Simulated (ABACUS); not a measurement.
Runs of ABACUS 3.10.1 on NaTb2Sc2FeO9. The structure is tetragonal, space group P4/mmm (No. 123). Conventional cell: a = 3.860 Å, b = 3.860 Å, c = 12.406 Å, α = 90.00°, β = 90.00°, γ = 90.00°. Around Tb (site symmetry 4mm) lie 4 O at 2.36 Å. Around Fe (site symmetry 4/mmm) lie 6 O at 1.77 to 1.93 Å. Sc (site symmetry 4mm) has 5 O at 2.02 to 2.03 Å as nearest neighbours. Na (site symmetry 4/mmm) has 4 O at 2.73 Å as nearest neighbours. O (site symmetry mmm) has 2 Fe at 1.93 Å as nearest neighbours. O (site symmetry 4mm) has 1 Fe at 1.77 Å as nearest neighbours. O (site symmetry 2mm) is surrounded by 2 Sc at 2.03 Å. O (site symmetry 4/mmm) has 2 Sc at 2.02 Å as nearest neighbours. The cell was built by a generator and needn't be a form met in nature.

```csv
task,potentials or basis,cell,k mesh,cutoff (eV),smearing,SCF threshold on the density,eigensolver,symmetry key,max steps of the relaxation,force threshold,gap on the mesh (eV),moment (μB),largest force (eV/Å)
single point,"PseudoDojo NC SR 0.4.1 PBE standard, lanthanides 3+ (f in core), TZDP LCAO (the cutoffs set its grid)",as given,5 × 5 × 2,1361,fermi-dirac 0.05 eV,1e-07,genelpa,1,-,-,none,3.71,0.14
relaxation of cell and atoms,"PseudoDojo NC SR 0.4.1 PBE standard, lanthanides 3+ (f in core), plane waves",relaxed to 10 GPa,5 × 5 × 2,1225,fermi-dirac 0.1 eV,1e-08,dav,1,60,0.02 eV/Å,none,3.44,0.02
relaxation of the atoms,"PseudoDojo NC SR 0.4.1 PBE standard, lanthanides 3+ (f in core), DZP LCAO (the cutoffs set its grid)",atoms relaxed from: cell strained by +0.03 along c,5 × 5 × 2,1361,fermi-dirac 0.05 eV,1e-07,genelpa,1,-,0.01 eV/Å,none,3.72,-
relaxation of the atoms,"PseudoDojo NC SR 0.4.1 PBE standard, lanthanides 3+ (f in core), DZP LCAO (the cutoffs set its grid)",atoms relaxed from: cell strained by +0.06 along c,5 × 5 × 2,1361,fermi-dirac 0.05 eV,1e-07,genelpa,1,-,0.01 eV/Å,none,3.72,0.01
single point,"PseudoDojo NC SR 0.4.1 PBE standard, lanthanides 3+ (f in core), plane waves",as given,7 × 7 × 3,1225,fermi-dirac 0.05 eV,1e-08,dav,1,-,-,none,(a),0.04
relaxation of the atoms,"PseudoDojo NC SR 0.4.1 PBE standard, lanthanides 3+ (f in core), DZP LCAO (the cutoffs set its grid)",atoms relaxed,5 × 5 × 2,1361,fermi-dirac 0.05 eV,1e-07,genelpa,1,-,0.01 eV/Å,none,3.71,0.01
relaxation of the atoms,"PseudoDojo NC SR 0.4.1 PBE standard, lanthanides 3+ (f in core), DZP LCAO (the cutoffs set its grid)",atoms relaxed from: cell strained by -0.06 along c,5 × 5 × 2,1361,fermi-dirac 0.05 eV,1e-07,genelpa,1,-,0.01 eV/Å,none,(b),-
```

Alike in all rows: level PBE; spin collinear, ferromagnetic start.

Estimate the missing entries.

(a) 3.66; (b) 2.94.

Caveats: the local potential of these files has a noisy tail that shifts the pressure, which isn't listed; the magnetic or orbital state may not be the lowest; spin-orbit coupling is left out, which moves the levels of the heavy elements; the 4f electrons are frozen in the core as for a trivalent ion, so they carry no moment and show no levels; a cell with one magnetic atom can't hold antiferromagnetic order, which such compounds often take; semilocal functionals often make such compounds metallic where correlation or magnetic order opens a gap, which also shifts bond lengths; the atomic orbitals were generated for these runs and aren't a published set (some runs).

A k mesh can miss the band edges, and the runs leave out spin-orbit coupling on Tb.

A gap of «none» marks a metal or a gap under the smearing width.
